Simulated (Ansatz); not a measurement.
# Ba2NiTeO6: the cost of one run

Method: DFT, PAW plane waves, r2scan, in Ansatz 0.2.0.

### Step 1. The system as given

The structure is trigonal, space group R-3m (No. 166). Conventional cell: a = 5.797 Å, b = 5.797 Å, c = 28.595 Å, α = 90.00°, β = 90.00°, γ = 120.00°. Around Ba (site symmetry 3m) lie 12 O at 2.84 to 3.09 Å. Around Ba (site symmetry 3m) lie 12 O at 2.90 to 2.95 Å. Ni (site symmetry 3m) is surrounded by 6 O at 2.01 to 2.17 Å and 1 Te at 2.70 Å. Te (site symmetry -3m) is surrounded by 6 O at 1.93 Å and 2 Ni at 2.70 Å. Te (site symmetry -3m) has 6 O at 1.93 Å as nearest neighbours. O (site symmetry m) has 1 Te at 1.93 Å and 1 Ni at 2.17 Å as nearest neighbours. O (site symmetry m) is surrounded by 1 Te at 1.93 Å and 1 Ni at 2.01 Å.

Structure file:

```cif
data_structure
_symmetry_space_group_name_H-M 'R-3m:H'
_symmetry_Int_Tables_number 166
_cell_length_a 5.7970
_cell_length_b 5.7970
_cell_length_c 28.5950
_cell_angle_alpha 90.000
_cell_angle_beta 90.000
_cell_angle_gamma 120.000
_cell_volume 832.20
loop_
_atom_site_label
_atom_site_type_symbol
_atom_site_symmetry_multiplicity
_atom_site_Wyckoff_symbol
_atom_site_fract_x
_atom_site_fract_y
_atom_site_fract_z
_atom_site_occupancy
Ba1 Ba 6 c 0.00000 0.00000 0.28396 1
Ba2 Ba 6 c 0.00000 0.00000 0.12646 1
Ni1 Ni 6 c 0.33333 0.66667 0.07217 1
Te1 Te 3 b 0.33333 0.66667 0.16667 1
Te2 Te 3 a 0.00000 0.00000 0.00000 1
O1 O 18 h 0.48633 0.51367 0.12597 1
O2 O 18 h 0.51033 0.48967 0.29417 1
```

### Step 2. A run

input.yaml reads:

```yaml
crystal:
  lattice:
    - [2.8985, 1.67344976, 9.53166333]
    - [-2.8985, 1.67344976, 9.53166333]
    - [0.0, -3.34689951, 9.53166333]
  atoms:
    - { symbol: Ba, position: [0.28396, 0.28396, 0.28396] }
    - { symbol: Ba, position: [0.71604, 0.71604, 0.71604] }
    - { symbol: Ba, position: [0.12646, 0.12646, 0.12646] }
    - { symbol: Ba, position: [0.87354, 0.87354, 0.87354] }
    - { symbol: Ni, position: [0.4055, 0.4055, 0.4055], spin: 2.0 }
    - { symbol: Ni, position: [0.5945, 0.5945, 0.5945], spin: 2.0 }
    - { symbol: Te, position: [0.5, 0.5, 0.5] }
    - { symbol: Te, position: [0.0, 0.0, 0.0] }
    - { symbol: O, position: [0.6123, 0.1533, 0.6123] }
    - { symbol: O, position: [0.6123, 0.6123, 0.1533] }
    - { symbol: O, position: [0.1533, 0.6123, 0.6123] }
    - { symbol: O, position: [0.3877, 0.8467, 0.3877] }
    - { symbol: O, position: [0.8467, 0.3877, 0.3877] }
    - { symbol: O, position: [0.3877, 0.3877, 0.8467] }
    - { symbol: O, position: [0.8045, 0.2735, 0.8045] }
    - { symbol: O, position: [0.8045, 0.8045, 0.2735] }
    - { symbol: O, position: [0.2735, 0.8045, 0.8045] }
    - { symbol: O, position: [0.1955, 0.7265, 0.1955] }
    - { symbol: O, position: [0.7265, 0.1955, 0.1955] }
    - { symbol: O, position: [0.1955, 0.1955, 0.7265] }
  symmetry: { tolerance: 0.0003 }
hamiltonian:
  xc: r2scan
  pseudopotentials: { kind: paw, azcp: { folder: soft_1 } }
basis:
  ecutwfc: 500
magnetization:
  spin_polarized: true
scf:
  occupations: { method: fermi_dirac, width: 0.05 }
kpoints:
  mp_grid: { grid: [5, 5, 5], shift: [0, 0, 0] }
output:
  forces: true
  stress: true
  eigenvalues: true
```

Run with:

```console
$ ansatz run input.yaml --threads 6 --pin off --max-ram 14336MiB --backend cpu --events-out ev --progress --plain --runs-dir out
```

Q: Estimate wall time and peak memory on 6 threads of Intel Xeon Platinum 8259CL at 2.50GHz (Skylake/Cascade Lake), shared host.

About 50 s, with a peak of 2.9 GiB.
